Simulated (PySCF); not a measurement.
# [Ge3]+: doublet, from a obtuse triangle start

Aim: relax [Ge3]+ as a doublet from a obtuse triangle start, check by its vibrations whether the end is a minimum, and collect its spectrum and constants.

The runs use PySCF 2.14.0; PBE0, basis Ge def2-TZVP, no relativity, density fitting.

## Step 1: The starting structure

3 atoms, charge 1, spin multiplicity 2.

Bond lengths: Ge1–Ge2 2.381 Å, Ge1–Ge3 2.381 Å. Angles: Ge2–Ge1–Ge3 104.9°.

Coordinates in bohr (charge 1 multiplicity 2):
```
Ge    0.0000    0.0000    0.0000
Ge    3.5670    2.7439    0.0000
Ge   -3.5670    2.7439    0.0000
```

## Step 2: Finding the electronic state

One driver script runs all steps and calls PySCF; scf.py shows how it sets up the SCF of each step. The optimiser is the driver's own. After this first run the driver tries any further starts and a stability analysis.

scf.py

```python
from pyscf import gto, scf, dft
mol = gto.M(atom='''
Ge     0.000000     0.000000     0.000000
Ge     1.887600     1.452000     0.000000
Ge    -1.887600     1.452000     0.000000''',
    basis={'Ge': 'def2-TZVP'},
    charge=1, spin=1)
mf = dft.UKS(mol, xc='PBE0')
mf.grids.atom_grid = (50, 194)
aux = {'Ge': 'def2-universal-JKFIT'}
mf = mf.density_fit(auxbasis=aux)
mf.conv_tol = 1e-08
mf.diis_space = 10
mf.max_cycle = 60
mf.init_guess = 'minao'
mf.verbose = 4
mf.kernel()
```

Started as:

```
$ OMP_NUM_THREADS=4 python axn.py task.json out
```

After this run come: Relaxation: obtuse triangle start, doublet; Vibrations and properties at this point.

Q: Predict the outcome of this session. Wanted: minimum; geometry; wavenumbers; dipole moment; highest occupied, lowest empty level; polar-tensor charge of Ge1; zero-point energy; ⟨S²⟩.

The runs gave:

```
                                          quantity                               value
                                           minimum                        doublet, C2v
                                          geometry  Ge–Ge 2.396 Å (×2); Ge–Ge–Ge 90.7°
                                wavenumbers (cm⁻¹)         75 (a1), 265 (a1), 281 (b2)
                    dipole moment (centre of mass)                              0.97 D
highest occupied, lowest empty level (either spin)                    -11.41, -9.45 eV
                        polar-tensor charge of Ge1                             -0.16 e
                                 zero-point energy                          3.7 kJ/mol
                               entropy at 298.15 K                     326.9 J/(mol K)
                                              ⟨S²⟩                               0.753
```

The obtuse triangle start keeps its C2v symmetry and ends in a minimum. In the infrared the band at 281 cm⁻¹ (b2, stretch) leads. Only this shape and spin were tried, so other structures or states may lie lower.
